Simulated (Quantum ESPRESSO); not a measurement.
**PtS2: Hubbard U from linear response under several settings**

```
Pt S
1.0
     3.54320    0.00000    0.00000
    -1.77160    3.06850    0.00000
     0.00000    0.00000    5.03880
Pt S
1 2
Direct
  0.00000 0.00000 0.00000
  0.33333 0.66667 0.25000
  0.66667 0.33333 0.75000
```

All runs used Quantum ESPRESSO 7.5; potentials PseudoDojo 0.4.1 SR PBE standard; k mesh 4 × 4 × 2; given cell; no spin polarisation; cutoff 1143 eV; occupations smeared at first, fixed for the response.

```tsv
level	projectors	U typed (eV)	q mesh	with V	state	U computed (eV)
PBE+U	ortho-atomic	0.0	2 × 2 × 2	no	insulator	Pt 4.5
PBE+U	ortho-atomic	2.0	2 × 2 × 2	no	insulator	Pt 4.5
PBE+U	ortho-atomic	4.0	2 × 2 × 2	no	insulator	Pt 4.6
PBE+U	ortho-atomic	6.0	2 × 2 × 2	no	insulator	Pt 4.7
PBE+U	ortho-atomic	8.0	2 × 2 × 2	no	insulator	?
```

Problem. What stands in the row left open?

Solution. U computed Pt 4.8 eV.

Caveats: all runs use coarse meshes.

For the row left open. Caveat: the k mesh is coarse (spacing up to 0.62 Å⁻¹), so the values aren't converged.
